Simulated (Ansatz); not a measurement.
**C5H10O2: geometry**

Aim: geometry, for C5H10O2, with the cost of each level.

Method: the levels named in each step, in Ansatz 0.2.0.

### Step 1. The structure to begin with

Bond lengths (14 of 17 bonds, heavy atoms first): C1–C2 1.522 Å, C2–C3 1.533 Å, C3–O4 1.404 Å, C2–C5 1.538 Å, C5–O6 1.430 Å, C2–C7 1.539 Å, O6–C7 1.427 Å, C1–H8 1.089 Å, C1–H9 1.087 Å, C1–H10 1.089 Å, C3–H11 1.093 Å, C3–H12 1.101 Å, O4–H13 0.964 Å, C5–H14 1.092 Å. Angles (14 of 32 angles, heavy atoms first): C1–C2–C3 111.9°, C1–C2–C5 115.3°, C1–C2–C7 115.2°, C3–C2–C5 114.0°, C3–C2–C7 113.6°, C5–C2–C7 84.3°, C2–C3–O4 113.4°, C2–C5–O6 91.5°, C5–O6–C7 92.6°, C2–C7–O6 91.6°, C2–C1–H8 110.4°, C2–C1–H9 110.3°, C2–C1–H10 110.7°, C2–C3–H11 109.7°.

Coordinates:

```xyz
17

C    -0.5767   -1.5183    0.7553
C    -0.2197   -0.2270    0.0328
C     0.7434   -0.4727   -1.1342
O     1.9911   -0.9770   -0.7325
C     0.1877    0.9449    0.9426
O    -0.9372    1.7165    0.5143
C    -1.4135    0.6719   -0.3330
H    -0.9702   -2.2505    0.0517
H    -1.3326   -1.3288    1.5136
H     0.2981   -1.9361    1.2517
H     0.9631    0.4725   -1.6367
H     0.2622   -1.1474   -1.8596
H     1.8604   -1.8351   -0.3141
H     1.1364    1.4247    0.6912
H     0.1522    0.7392    2.0160
H    -2.3916    0.3018   -0.0110
H    -1.4694    0.9865   -1.3792
```

### Step 2. A rough first relaxation, PBE-D4/def2-SVP

Input file input.yaml:

```yaml
crystal:
  periodic: [false, false, false]
  atoms:
    - { symbol: C, position_ang: [-0.57669, -1.51831, 0.75531] }
    - { symbol: C, position_ang: [-0.21966, -0.22701, 0.03283] }
    - { symbol: C, position_ang: [0.74344, -0.47268, -1.13425] }
    - { symbol: O, position_ang: [1.99107, -0.97705, -0.73253] }
    - { symbol: C, position_ang: [0.18769, 0.94486, 0.94264] }
    - { symbol: O, position_ang: [-0.93721, 1.7165, 0.5143] }
    - { symbol: C, position_ang: [-1.41345, 0.67192, -0.333] }
    - { symbol: H, position_ang: [-0.97023, -2.25054, 0.05169] }
    - { symbol: H, position_ang: [-1.33259, -1.32875, 1.51357] }
    - { symbol: H, position_ang: [0.29807, -1.9361, 1.25169] }
    - { symbol: H, position_ang: [0.96307, 0.47254, -1.63667] }
    - { symbol: H, position_ang: [0.26222, -1.14737, -1.85959] }
    - { symbol: H, position_ang: [1.86037, -1.83506, -0.31407] }
    - { symbol: H, position_ang: [1.13639, 1.42467, 0.69118] }
    - { symbol: H, position_ang: [0.15223, 0.73924, 2.01597] }
    - { symbol: H, position_ang: [-2.39162, 0.30178, -0.01104] }
    - { symbol: H, position_ang: [-1.4694, 0.98646, -1.37917] }
basis:
  gaussian: { orbitals: def2-SVP }
hamiltonian:
  xc: pbe
  dispersion: d4
relax:
  f_tol: 0.03
  max_steps: 200
```

Command:

```
$ ansatz run input.yaml --threads 4 --pin off --max-ram 10240MiB --backend cpu --events-out ev --progress --plain --runs-dir out
```

Further steps of the session: Relaxation, PBE0-D4/def2-TZVP.

Before running it: what results should come out? Wanted: C1–C2 at PBE0-D4/def2-TZVP; C2–C3 at PBE0-D4/def2-TZVP; C2–C5 at PBE0-D4/def2-TZVP.

As calculated:

| quantity | value |
| --- | --- |
| C1–C2 at PBE0-D4/def2-TZVP | 1.511 Å |
| C2–C3 at PBE0-D4/def2-TZVP | 1.519 Å |
| C2–C5 at PBE0-D4/def2-TZVP | 1.536 Å |

In words: The table above holds the result.
